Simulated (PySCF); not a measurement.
# InCl2(SiH3): geometry, NMR shifts and electronic excitations

Wanted: the NMR shifts and electronic excitations of InCl2(SiH3) (`[SiH3][In]([Cl])[Cl]`), by calculation.

Programs: PySCF 2.14.0, with density-fitted response routines of our own. Each step states its level of theory. These are calculated values for one molecule in the gas phase, unless marked as measured. Atoms are numbered from 0 throughout.

## 1. The starting structure

7 atoms, charge 0, multiplicity 1; geometry from: GFN2-xTB.

Bonds of the start (Å): In0–Cl1 2.34, In0–Cl2 2.34, In0–Si3 2.61, Si3–H4 1.47, Si3–H5 1.47, Si3–H6 1.47.

## 2. Relaxing the molecule at PBE0-D3(BJ)/def2-SVP

Job settings and geometry (Å):

```
{"job": {"xc": "PBE0", "basis": "def2-SVP", "d3": "d3bj", "grid": 1, "maxiter": 40, "kind": "geom"}, "charge": 0, "multiplicity": 1}
In     0.642710     1.126800     0.003290
Cl     2.965450     1.371300     0.048100
Cl    -0.307550     3.260490    -0.022880
Si    -0.654120    -1.141210    -0.004840
H     -1.950820    -0.929990     0.650430
H      0.146010    -2.128680     0.728560
H     -0.841680    -1.558710    -1.402670
```

**Question.** This job is followed by: GIAO PBE0/pcSseg-1 In:def2-TZVP NMR shielding, non-relativistic, gas phase; TDDFT wB97X-D/def2-SVPD, vertical, gas phase, core orbitals frozen in the response; GIAO KT2/pcSseg-1 In:def2-TZVP NMR shielding, non-relativistic, gas phase. Predict these results of the whole session: rotational constants (main isotopes); ¹H shifts against TMS (PBE0/def2-TZVP+pcSseg-1, means over atoms taken as alike); ³⁵Cl shifts against HCl (PBE0/def2-TZVP+pcSseg-1, means over atoms taken as alike); ²⁹Si shifts against TMS (PBE0/def2-TZVP+pcSseg-1); lowest singlet (wB97X-D/def2-SVPD); brightest single state of those computed; lowest triplet; vertical ionisation energy (ΔSCF); vertical electron affinity (ΔSCF); range of the shift of Cl1.

The runs gave:

| quantity | value |
| --- | --- |
| rotational constants (main isotopes) | 1.91, 1.48, 0.84 GHz |
| ¹H shifts against TMS (PBE0/def2-TZVP+pcSseg-1, means over atoms taken as alike) | 3.80 ppm |
| ³⁵Cl shifts against HCl (PBE0/def2-TZVP+pcSseg-1, means over atoms taken as alike) | 130 ppm |
| ²⁹Si shifts against TMS (PBE0/def2-TZVP+pcSseg-1) | -104.2 ppm |
| lowest singlet (wB97X-D/def2-SVPD) | 5.16 eV (240 nm), f = 0.015 |
| brightest single state of those computed | state 3, 5.81 eV, f = 0.289 |
| lowest triplet | 4.66 eV |
| vertical ionisation energy (ΔSCF) | 10.43 eV |
| vertical electron affinity (ΔSCF) | 0.58 eV |
| range of the shift of Cl1 | 130 to 202 ppm |

The optimisation took 40 steps and gained 0.032 eV; among the close pairs (by a distance rule), In0–Si3 changed most, from 2.613 to 2.560 Å. No frequency check was run at this level, so the end point may be a saddle. At PBE0/def2-TZVP+pcSseg-1: The largest span, 458 ppm, is at Cl1, Cl2, where the paramagnetic term is -335 ppm. The first singlet state (HOMO→LUMO 0.98) lies at 5.16 eV and is weak; of the 10 states computed, the strongest absorption comes from state 3 at 5.81 eV. The lowest triplet lies 0.50 eV below the lowest singlet (triplets in Tamm-Dancoff, singlets in full TDDFT). Spin-orbit coupling, left out, mixes singlets and triplets in elements this heavy. ΔSCF puts the ionisation energy at 10.43 eV, 0.25 eV above −ε(HOMO). Across the 2 runs the shift of Cl1 (with its like atoms) moves most, between 130 (PBE0/def2-TZVP+pcSseg-1) and 202 ppm (KT2/def2-TZVP+pcSseg-1). Spin-orbit coupling is left out, which matters for shieldings and couplings at and beside the heavy atoms.
